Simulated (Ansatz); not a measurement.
**Nb (sc type): how the settings move a single-point run**

Question: which choices in the input matter for Nb (sc type)?

Computed with Ansatz 0.2.0 (reference: DFT, LDA, norm-conserving pseudopotentials, Ansatz's default files, scalar-relativistic, unless a step's input says otherwise).

## 1. Starting point

The structure is cubic, space group Pm-3m (No. 221). Conventional cell: a = 2.660 Å, b = 2.660 Å, c = 2.660 Å, α = 90.00°, β = 90.00°, γ = 90.00°. Nb (site symmetry m-3m) is surrounded by 6 Nb at 2.66 Å.

As a file:

```
CELL_PARAMETERS angstrom
2.66024 0.00000 0.00000
0.00000 2.66024 0.00000
0.00000 0.00000 2.66024
ATOMIC_POSITIONS crystal
Nb 0.00000 0.00000 0.00000
```

## 2. Baseline

File input.yaml:

```yaml
crystal:
  lattice:
    - [2.6602353944, 0.0, 0.0]
    - [0.0, 2.6602353944, 0.0]
    - [0.0, 0.0, 2.6602353944]
  atoms:
    - { symbol: Nb, position: [0.0, 0.0, 0.0] }
kpoints:
  mp_grid: { grid: [14, 14, 14] }
scf:
  occupations: { method: fermi_dirac, width: 0.05 }
hamiltonian:
  xc: lda
  pseudopotentials: { kind: nc }
output:
  forces: true
  stress: true
  eigenvalues: true
```

Command:

```console
ansatz run input.yaml --threads 1 --pin off --max-ram 2048MiB --backend cpu --events-out ev --progress --plain --runs-dir out
```

## 3. Variant: scf.algorithm density_mixing, hubbard.sites [{species: Nb, l: d, u_eff: 8.0}], hubbard.double_counting fll, ecutwfc 18.4 Ry

input.yaml, as its differences from that of step 2:

```diff
@@ -11,2 +11,3 @@
   occupations: { method: fermi_dirac, width: 0.05 }
+  algorithm: density_mixing
 hamiltonian:
@@ -14,2 +15,3 @@
   pseudopotentials: { kind: nc }
+  hubbard: { sites: [{ species: Nb, l: d, u_eff: 8.0 }], double_counting: fll }
 output:
@@ -18 +20,3 @@
   eigenvalues: true
+basis:
+  ecutwfc: "18.4 Ry"
```

**Question.** What will these runs give? Wanted: for each run, ending; energy change; pressure; gap; force.

The runs gave:

| run | ending | energy change | pressure (GPa) | gap (eV) | force (eV/Å) | cycles | time |
| --- | --- | --- | --- | --- | --- | --- | --- |
| reference | converged | 0 | 0.2 | 0.00 | 0.00 | 6 | 8.8 s |
| 1: scf.algorithm density_mixing, hubbard.sites [{species: Nb, l: d, u_eff: 8.0}], hubbard.double_counting fll, ecutwfc 18.4 Ry | converged | +27.52 eV/atom (U changed: no physical gain or loss) | 26.9 | 0.00 | 0.00 | 7 | 1.9 s |

Residual by cycle in the longest SCF loop of each run; runs are numbered as in the table. The quantity is the density residual dr2, in eV.

| cycle | reference | run 1 |
| --- | --- | --- |
| 1 | 0.822 | 3.39 |
| 2 | 0.242 | 0.889 |
| 3 | 3.6e-4 | 0.0129 |
| 4 | 6.5e-6 | 7.6e-4 |
| 5 | 2.8e-7 | 2.7e-6 |
| 6 | 3.8e-9 | 2.5e-7 |
| 7 | - | 1.8e-8 |

**Reading.** Changing the solver, Hubbard U and cutoff moves the energy by +27.52 eV/atom, and the pressure goes from 0.2 to 26.9 GPa. The U term adds an energy of its own, so the shift says nothing about which run is better. The log warns that the cutoff is under what these potentials recommend, so the shift holds truncation error. Cost: 7 SCF cycles against 6, 1.9 s against 8.8 s. Run 1 ran under the cutoff that the potentials recommend, as the log warns, so basis error is mixed into its values. A changed U is a change of model: its shifts are not errors of convergence.
